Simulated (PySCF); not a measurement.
**Li2F2, a complex of two parts: interaction energy**

An exercise on one series of results from a longer session: the logs are not shown, and one member is left open.

Computed with PySCF 2.14.0; each step states its level. No surroundings beyond the atoms listed, unless a continuum is named. Atoms count from 0, parts from 1.

## The system as given

4 atoms, charge 0, multiplicity 1; geometry: GFN2-xTB. Parts: 1 = atoms 0–1, `[Li][F]`, charge 0; 2 = atoms 2–3, `[Li][F]`, charge 0.

The first run:

Job settings and geometry (Å):

```
{"job": {"xc": "PBE0", "basis": "def2-TZVPD", "d3": "d3bj", "grid": 3, "kind": "geom", "shake": 0.01}, "charge": 0, "multiplicity": 1, "parts": [{"atoms": "0-1", "charge": 0, "multiplicity": 1}, {"atoms": "2-3", "charge": 0, "multiplicity": 1}]}
Li     0.044137     0.612282    -0.801176
F     -0.596191     0.387763     0.756169
Li    -1.363904     1.895669     0.525614
F     -0.695830     2.145903    -1.033887
```

The run is started by

```sh
$ OMP_NUM_THREADS=1 python cluster_run.py task.json out
```

One launch serves the whole session: the jobs run in the order shown.

Steps of the session up to this table: Geometry optimisation at PBE0-D3(BJ)/def2-TZVPD; Coupled-cluster interaction energy: CCSD(T) and MP2, 1.73 Å; Coupled-cluster interaction energy: CCSD(T) and MP2, 1.81 Å; Coupled-cluster interaction energy: CCSD(T) and MP2, 1.90 Å; Coupled-cluster interaction energy: CCSD(T) and MP2, 1.64 Å; Coupled-cluster interaction energy: CCSD(T) and MP2, 2.16 Å; Coupled-cluster interaction energy: CCSD(T) and MP2, 1.55 Å; Coupled-cluster interaction energy: CCSD(T) and MP2, 2.59 Å; Coupled-cluster interaction energy: CCSD(T) and MP2, 3.45 Å.

One table of the session follows, with a row left open; its other results are not shown here.

It belongs to the step «Coupled-cluster interaction energy: CCSD(T) and MP2, 3.45 Å». 

```
                 method  interaction energy (kcal/mol)
         HF/aug-cc-pVDZ                         -16.50
        MP2/aug-cc-pVDZ                         -16.12
       CCSD/aug-cc-pVDZ                              ?
    CCSD(T)/aug-cc-pVDZ                         -16.20
         HF/aug-cc-pVQZ                         -16.24
        MP2/aug-cc-pVQZ                         -15.95
    SCS-MP2/aug-cc-pVQZ                         -15.95
      MP2, extrapolated                         -15.96
CCSD(T), limit estimate                         -16.04
```

Estimate the missing values for CCSD/aug-cc-pVDZ.

**Answer.** interaction energy (kcal/mol): -16.25. In the column «interaction energy (kcal/mol)» it lies between HF/aug-cc-pVDZ (-16.50) and HF/aug-cc-pVQZ (-16.24).
